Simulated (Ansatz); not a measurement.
# FH5O4Si: the cost of one run

Program: Ansatz 0.2.0. Level of theory: RKS PBE0/def2-SVP. These are calculated values, not measurements.

1 further run of the same task is left out (it didn't finish).

## (1) The starting structure

Bond lengths: Si1–O2 2.030 Å, O2–H3 1.010 Å, Si1–O4 1.680 Å, O4–H5 1.010 Å, Si1–O6 1.679 Å, O6–H7 1.010 Å, Si1–O8 1.679 Å, O8–H9 1.010 Å, Si1–F10 1.890 Å. Angles: Si1–O2–H3 109.5°, O2–Si1–O4 109.4°, O2–Si1–O6 109.5°, O2–Si1–O8 109.5°, O2–Si1–F10 71.6°, O4–Si1–O6 109.5°, O4–Si1–O8 109.5°, O4–Si1–F10 67.1°, O6–Si1–O8 109.5°, O6–Si1–F10 72.9°, O8–Si1–F10 176.5°, Si1–O4–H5 109.5°, Si1–O6–H7 109.5°, Si1–O8–H9 109.5°.

Structure file:

```xyz
11

Si    0.0000    0.0000    0.0000
O     0.0000    0.0000    2.0300
H    -0.9095   -0.2814    2.3671
O     1.5842    0.0000   -0.5594
H     1.9006   -0.9521   -0.6761
O    -0.7913    1.3709   -0.5594
H    -1.7491    1.1401   -0.7818
O    -0.7913   -1.3709   -0.5594
H    -1.2459   -1.8365    0.2129
F     0.9912    1.4948    0.5960
H     0.6658    1.0041    1.6424
```

## (2) Pulling towards end A

Springs on the bonds that form and break draw the guess towards this end; the thresholds are loose.

Input file input.yaml:

```yaml
crystal:
  periodic: [false, false, false]
  atoms:
    - { symbol: Si, position_ang: [0.0, 0.0, 0.0] }
    - { symbol: O, position_ang: [0.0, 0.0, 2.03] }
    - { symbol: H, position_ang: [-0.9095, -0.2814, 2.3671] }
    - { symbol: O, position_ang: [1.5842, 0.0, -0.5594] }
    - { symbol: H, position_ang: [1.9006, -0.9521, -0.6761] }
    - { symbol: O, position_ang: [-0.7913, 1.3709, -0.5594] }
    - { symbol: H, position_ang: [-1.7491, 1.1401, -0.7818] }
    - { symbol: O, position_ang: [-0.7913, -1.3709, -0.5594] }
    - { symbol: H, position_ang: [-1.2459, -1.8365, 0.2129] }
    - { symbol: F, position_ang: [0.9912, 1.4948, 0.596] }
    - { symbol: H, position_ang: [0.6658, 1.0041, 1.6424] }
basis:
  gaussian: { orbitals: def2-SVP }
hamiltonian:
  xc: pbe0
relax:
  f_tol: 0.15
  max_steps: 25
  restrain:
    - { distance: [0, 9], at: 2.79, k: 30.0 }
    - { distance: [10, 1], at: 2.21, k: 30.0 }
    - { distance: [0, 1], at: 1.68, k: 30.0 }
    - { distance: [10, 9], at: 0.92, k: 30.0 }
```

Started as:

```bash
$ ansatz run input.yaml --threads 4 --pin off --max-ram 5120MiB --backend cpu --events-out ev --progress --plain --runs-dir out
```

Q: Estimate wall time and peak memory on 4 threads of Arm Neoverse V2, shared host.

About 41 s, with a peak of 0.26 GiB.
